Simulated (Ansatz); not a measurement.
**FeH+ (singlet): wave-function methods side by side, def2-SVP**

Aim: climb from Hartree-Fock through coupled cluster for FeH+ (singlet) at one geometry and basis, and see what each rung misses.

Computed with Ansatz 0.2.0, Gaussian basis. Level: def2-SVP, core rule «outside noble gas», up to 9 orbitals frozen.

To be run: UHF; CCSD(T) on RHF; CCSD(T) on UHF; CISD; CCSDT(Q) on RHF; CCSDTQ on RHF.

16 further runs of the same task are left out: 4 for a known fault of the program, 4 that didn't finish, 8 set aside as unsound or not needed.

## 1. What is computed

The geometry is a PBE0/def2-TZVP stationary point (not a proven minimum).

2 atoms, charge 1, spin multiplicity 1.

Atoms are counted from 1 here; the program's logs count them from 0.

Bond lengths: Fe1–H2 1.458 Å.

## 2. UHF

Contents of in.yaml:

```yaml
crystal:
  periodic: [false, false, false]
  atoms:
    - {symbol: Fe, position_ang: [0.000000, 0.000000, 0.000000]}
    - {symbol: H, position_ang: [0.000000, 0.000000, 1.458200]}
basis:
  gaussian: {orbitals: def2-SVP}
total_charge: 1
magnetization: {spin_polarized: true, initial_magnetization: 0}
hamiltonian: {xc: hf}
output: {orbitals: {seedname: orbitals}}
```

Launch:

```sh
$ ansatz run in.yaml --threads 1 --pin off --events-out ev --progress --plain --max-ram 2393MiB
```

The runs that follow: CCSD(T) on RHF; CCSD(T) on UHF; CISD; CCSDT(Q) on RHF; CCSDTQ on RHF.

**Question.** What will the summary of the whole plan be? Wanted: RCCSDTQ below the RHF energy; RMP2 from RCCSDTQ; UMP2 from RCCSDTQ; RCCSD from RCCSDTQ; RCCSD(T) from RCCSDTQ; UCCSD(T) from RCCSDTQ; RCCSDT(Q) from RCCSDTQ; T1 diagnostic.

As calculated:

| quantity | value |
| --- | --- |
| RCCSDTQ below the RHF energy | -4.9876 eV |
| RMP2 from RCCSDTQ | +26.24 kcal/mol |
| UMP2 from RCCSDTQ | -2.60 kcal/mol |
| RCCSD from RCCSDTQ | +6.61 kcal/mol |
| RCCSD(T) from RCCSDTQ | +2.20 kcal/mol |
| UCCSD(T) from RCCSDTQ | -71.48 kcal/mol |
| RCCSDT(Q) from RCCSDTQ | +0.40 kcal/mol |
| levels within 1 kcal/mol (43 meV) | RCCSDT, RCCSDT(Q) |
| T1 diagnostic | 0.078 |

What this shows: RCCSD(T) misses by +2.20 kcal/mol, 1.9 % of the correlation energy. CCSD(T) misses by +2.20 kcal/mol on the restricted determinant and by -71.48 kcal/mol on the unrestricted one; the two need not hold the same state or core. These misses are within one basis, not against nature.
